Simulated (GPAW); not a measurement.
Crystal: HfGe.

```
Hf Ge
1.0
     3.93351    0.00000    0.00000
    -1.96675    3.40652    0.00000
     0.00000    0.00000    3.50962
Hf Ge
1 1
Direct
  0.00000 0.00000 0.50000
  0.33333 0.66667 0.50000
```

The cell was built by a generator and needn't be a form met in nature.

Base run:

* Program: GPAW 26.7.0
* Functional: LDA
* Potentials or basis: the program's PAW data sets (release 1.2.1) made for this functional
* Cutoff: 600 eV
* Basis: pw
* k mesh: 8 × 8 × 8
* Occupations: fermi-dirac, width 0.05 eV
* Spin: no spin polarisation
* Hubbard terms: Hf d U = 8 eV

Its results: band gap on the k mesh none (metal or under the smearing width); pressure 42.9 GPa.

Problem. The run is repeated on the same cell with these changes: hubbard terms from Hf d U = 8 eV to Hf d U = 5 eV. What comes out?

Solution. Band gap on the k mesh none (metal or under the smearing width); pressure 39.4 GPa.

Caveats: a pressure of tens of GPa on the cell as given is suspect, and the run, the potentials or the cell itself is likely at fault; U without spin polarisation on a metal has little footing; the U is typed as a test and isn't derived for this compound.
